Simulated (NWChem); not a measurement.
# CH4FO2Si (SMILES CO[Si](O)F): levels of theory compared

Wanted: a comparison of 3 runs (UHF/def2-SVP, UPBE0/3-21G, UPBE0/def2-SVP) of CH4FO2Si. 

The calculation is run with NWChem 7.3.0.

### Step 1. The structure to begin with

The species is CH4FO2Si (9 atoms), meant as a doublet with charge 0. SMILES: `CO[Si](O)F`. The coordinates come from a PBE0-D4/def2-TZVP relaxation. This is one conformer, not always the lowest.

Bond lengths: C1–O2 1.414 Å, O2–Si3 1.632 Å, Si3–O4 1.632 Å, Si3–F5 1.596 Å, C1–H6 1.090 Å, C1–H7 1.094 Å, C1–H8 1.094 Å, O4–H9 0.959 Å. Some angles: C1–O2–Si3 125.8°, O2–Si3–O4 108.4°, O2–Si3–F5 110.6°, O4–Si3–F5 105.7°, O2–C1–H6 107.8°, O2–C1–H7 111.5°, O2–C1–H8 111.0°, Si3–O4–H9 117.0°, H6–C1–H7 108.7°, H6–C1–H8 108.9°.

### Step 2. Energy and forces at UHF/def2-SVP (run 1)

The input, job.xyz:

```xyz
9
CH4FO2Si gradient
C     -1.470900    -0.166400     0.285600
O     -0.176400    -0.422300    -0.222400
Si     1.195900     0.328500     0.241800
O      2.418000    -0.205200    -0.698200
F      1.096200     1.897800    -0.031000
H     -2.157500    -0.876500    -0.176200
H     -1.508700    -0.297900     1.371300
H     -1.794400     0.848900     0.039900
H      2.486300    -1.153200    -0.827900
```

The input, run.py:

```python
from ase.io import read
from ase.calculators.nwchem import NWChem

atoms = read('job.xyz')

calc = NWChem(
    label='job',
    theory='scf',
    memory='2200 mb',
    basis='def2-SVP',
    basispar='spherical bse',
    scf={'nopen': '1', 'uhf': None, 'thresh': '1e-08', 'maxiter': '80', 'print': 'low'},
)
atoms.calc = calc

forces = atoms.get_forces()
print(f"energy = {atoms.get_potential_energy():.6f} eV")
print("forces (eV/A):")
for s, f in zip(atoms.symbols, forces):
    print(f"{s:2s} {f[0]:10.5f} {f[1]:10.5f} {f[2]:10.5f}")
```

Command:

```
$ export ASE_NWCHEM_COMMAND="nwchem PREFIX.nwi > PREFIX.nwo"
$ python run.py
```

Standard output:

```text
energy = -15730.120748 eV
forces (eV/A):
C     0.24240   -0.18466   -0.27007
O    -0.56451    0.23659    0.34396
Si    0.23181   -0.27932   -0.03836
O     0.09313   -0.94611   -0.02844
F    -0.10958    0.36021   -0.03522
H     0.04083    0.08922    0.06932
H     0.01620    0.00283   -0.09097
H     0.04371   -0.10212    0.02191
H     0.00602    0.82342    0.02787
```

The calculator wrote job.nwi:

```
title "job"

permanent_dir job

scratch_dir job

start job

geometry units angstrom nocenter noautosym noautoz
  C  -1.4709000000000001e+00 -1.6639999999999999e-01 2.8560000000000002e-01
  O  -1.7640000000000000e-01 -4.2230000000000001e-01 -2.2239999999999999e-01
  Si 1.1959000000000000e+00 3.2850000000000001e-01 2.4179999999999999e-01
  O  2.4180000000000001e+00 -2.0519999999999999e-01 -6.9820000000000004e-01
  F  1.0962000000000001e+00 1.8977999999999999e+00 -3.1000000000000000e-02
  H  -2.1575000000000002e+00 -8.7649999999999995e-01 -1.7620000000000000e-01
  H  -1.5086999999999999e+00 -2.9790000000000000e-01 1.3713000000000000e+00
  H  -1.7944000000000000e+00 8.4889999999999999e-01 3.9899999999999998e-02
  H  2.4863000000000000e+00 -1.1532000000000000e+00 -8.2789999999999997e-01
end

memory 2200 mb

basis spherical bse noprint
   * library def2-SVP
end

scf
  nopen 1
  uhf
  thresh 1e-08
  maxiter 80
  print low
end

task scf gradient
```

job.nwo:

```text
Northwest Computational Chemistry Package (NWChem) 7.3.0
             --------------------------------------------------------

           Job information
           ---------------

    nwchem branch   = 7.3.0
    use scalapack   = T
    input           = job.nwi
    prefix          = job.
    data base       = job/job.db
    status          = startup
    nproc           =        1

           Memory information
           ------------------

    heap     =     72089598 doubles =      550.0 Mbytes
    stack    =     72089595 doubles =      550.0 Mbytes
    global   =    144179200 doubles =     1100.0 Mbytes (distinct from heap & stack)
    total    =    288358393 doubles =     2200.0 Mbytes
    verify   = yes
    hardfail = no

[... 39 lines left out ...]
            Nuclear Dipole moment (a.u.)
[... 70 lines left out ...]
       Final UHF  results
[... 2 lines left out ...]
         Total SCF energy =   -578.071279949885
      One electron energy =  -1292.299503441731
      Two electron energy =    467.301304467304
 Nuclear repulsion energy =    246.926919024542
[... 1 line left out ...]
                       Sz =      0.5000
                 Sz(Sz+1) =      0.7500
                      S^2 =      0.7529

        Time for solution =     16.0s

                              NWChem Gradients Module
                              -----------------------

                         UHF ENERGY GRADIENTS

    atom               coordinates                        gradient
                 x          y          z           x          y          z
   1 C      -2.779598  -0.314450   0.539706   -0.004714   0.003591   0.005252
   2 O      -0.333348  -0.798031  -0.420275    0.010978  -0.004601  -0.006689
   3 Si      2.259923   0.620775   0.456936   -0.004508   0.005432   0.000746
[... 5 lines of this table left out ...]
   9 H       4.698426  -2.179232  -1.564504   -0.000117  -0.016013  -0.000542

 Task  times  cpu:       20.1s     wall:       20.1s
 Total times  cpu:       20.1s     wall:       20.1s
```

Run time: 21 s. Hardware: 1 thread of Intel Xeon Platinum 8375C at 2.90GHz (Ice Lake), shared host; peak memory 0.1 GiB.

### Step 3. Energy and forces at UPBE0/3-21G (run 2)

The input, struct.nw:

```
start struct
title "CH4FO2Si"
memory total 2200 mb
charge 0

geometry units angstrom noautosym nocenter noautoz
C    -1.470900   -0.166400    0.285600
O    -0.176400   -0.422300   -0.222400
Si    1.195900    0.328500    0.241800
O     2.418000   -0.205200   -0.698200
F     1.096200    1.897800   -0.031000
H    -2.157500   -0.876500   -0.176200
H    -1.508700   -0.297900    1.371300
H    -1.794400    0.848900    0.039900
H     2.486300   -1.153200   -0.827900
end

basis "ao basis" spherical bse
* library 3-21G
end

dft
xc pbe0
mult 2
grid xfine
convergence energy 1e-08
maxiter 100
mulliken
print medium
end

task dft gradient
```

Command:

```
$ nwchem struct.nw > struct.out
```

Standard output:

```text
[...]
          Wavefunction type:  spin polarized.
          No. of atoms     :     9
          No. of electrons :    49
[...]
          Charge           :     0
          Spin multiplicity:     2
[...]
          AO basis - number of functions:    57
[...]
              XC Information
              --------------
                         PBE0 Method XC Functional
                     Hartree-Fock (Exact) Exchange  0.250
          PerdewBurkeErnzerhof Exchange Functional  0.750
            Perdew 1991 LDA Correlation Functional  1.000 local
           PerdewBurkeErnz. Correlation Functional  1.000 non-local
[...]
 d= 0,ls=0.0,diis     1   -576.6799095263 -8.24D+02  1.27D-02  2.59D-01     2.6
[...]
 d= 0,ls=0.0,diis    10   -576.7992748456 -8.13D-09  1.52D-06  2.85D-09    24.8
[...]
         Total DFT energy =     -576.799274845565
      One electron energy =    -1289.212209456712
           Coulomb energy =      520.593317574779
    Exchange-Corr. energy =      -55.107301988174
 Nuclear repulsion energy =      246.926919024542
[...]
      <S2> =      0.7516 (Exact =     0.7500)
[...]
  wavefunction    = open shell
                         DFT ENERGY GRADIENTS
    atom               coordinates                        gradient
                 x          y          z           x          y          z
   1 C      -2.779598  -0.314450   0.539706    0.014835   0.000012  -0.002790
   2 O      -0.333348  -0.798031  -0.420275    0.011235   0.017699   0.018490
   3 Si      2.259923   0.620775   0.456936   -0.009166   0.005496  -0.042915
   4 O       4.569357  -0.387772  -1.319407   -0.020120  -0.006809   0.015967
   5 F       2.071518   3.586322  -0.058582    0.003345  -0.037986   0.008219
   6 H      -4.077084  -1.656345  -0.332970    0.001992   0.000456  -0.000120
   7 H      -2.851030  -0.562949   2.591381    0.002120  -0.000329  -0.003395
   8 H      -3.390924   1.604188   0.075400    0.002725  -0.002340  -0.000726
   9 H       4.698426  -2.179232  -1.564504   -0.006967   0.023802   0.007270
[...]
```

Wall time 30 s (1 thread of Intel Xeon Platinum 8375C at 2.90GHz (Ice Lake), shared host); peak memory 0.14 GiB.

### Step 4. Energy and gradient at UPBE0/def2-SVP (run 3)

The input, ch4fo2si.nw:

```
start ch4fo2si
title "CH4FO2Si"
memory stack 880 mb heap 220 mb global 1100 mb

geometry noautosym nocenter noautoz
  C     -1.470900    -0.166400     0.285600
  O     -0.176400    -0.422300    -0.222400
  Si     1.195900     0.328500     0.241800
  O      2.418000    -0.205200    -0.698200
  F      1.096200     1.897800    -0.031000
  H     -2.157500    -0.876500    -0.176200
  H     -1.508700    -0.297900     1.371300
  H     -1.794400     0.848900     0.039900
  H      2.486300    -1.153200    -0.827900
end

basis spherical bse
  * library def2-SVP
end

dft
  xc pbe0
  mult 2
  grid fine
  convergence energy 1e-08
  maxiter 100
  mulliken
  noprint "final vectors analysis"
end

task dft gradient
```

Command:

```
$ nwchem ch4fo2si.nw > ch4fo2si.out
```

Standard output:

```text
[...]
          Wavefunction type:  spin polarized.
          No. of atoms     :     9
          No. of electrons :    49
[...]
          Charge           :     0
          Spin multiplicity:     2
[...]
          AO basis - number of functions:    94
[...]
              XC Information
              --------------
                         PBE0 Method XC Functional
                     Hartree-Fock (Exact) Exchange  0.250
          PerdewBurkeErnzerhof Exchange Functional  0.750
            Perdew 1991 LDA Correlation Functional  1.000 local
           PerdewBurkeErnz. Correlation Functional  1.000 non-local
[...]
 d= 0,ls=0.0,diis     1   -579.5233108667 -8.26D+02  7.72D-03  2.46D-01     2.4
[...]
 d= 0,ls=0.0,diis     8   -579.6351116864 -3.62D-09  6.64D-06  1.33D-06    18.4
[...]
         Total DFT energy =     -579.635111686430
      One electron energy =    -1292.706476977883
           Coulomb energy =      521.340196334287
    Exchange-Corr. energy =      -55.195750067375
 Nuclear repulsion energy =      246.926919024542
[...]
      <S2> =      0.7515 (Exact =     0.7500)
[...]
  wavefunction    = open shell
                         DFT ENERGY GRADIENTS
    atom               coordinates                        gradient
                 x          y          z           x          y          z
   1 C      -2.779598  -0.314450   0.539706   -0.010316   0.002713   0.004924
   2 O      -0.333348  -0.798031  -0.420275    0.015637   0.004668   0.002005
   3 Si      2.259923   0.620775   0.456936   -0.005998   0.008445  -0.014338
   4 O       4.569357  -0.387772  -1.319407   -0.008733   0.001493   0.006624
   5 F       2.071518   3.586322  -0.058582    0.001699  -0.018918   0.003401
   6 H      -4.077084  -1.656345  -0.332970    0.004631   0.003507   0.001992
   7 H      -2.851030  -0.562949   2.591381    0.001043   0.000645  -0.006005
   8 H      -3.390924   1.604188   0.075400    0.002452  -0.005391   0.000939
   9 H       4.698426  -2.179232  -1.564504   -0.000415   0.002837   0.000459
[...]
```

Run time: 25 s. Hardware: 1 thread of Intel Xeon Platinum 8375C at 2.90GHz (Ice Lake), shared host; peak memory 0.12 GiB.

### Step 5. All runs side by side

```
run           level  iteration cap  module  energy (Eh)   ⟨S²⟩  largest force (eV/Å)  wall time
  1    UHF/def2-SVP             80     scf  -578.071280  0.753                 0.951       21 s
  2     UPBE0/3-21G            100     dft  -576.799275  0.752                 2.274       30 s
  3  UPBE0/def2-SVP            100     dft  -579.635112  0.751                 0.992       25 s
```

### Step 6. Results

| quantity | value |
| --- | --- |
| run 3: total energy | -579.63511 Eh |
| run 3: dipole moment | 2.64 D |
| run 3: ⟨S²⟩ | 0.751 |
| run 3: largest force on an atom | 0.992 eV/Å |

All runs together took 76 s, the longest 30 s.
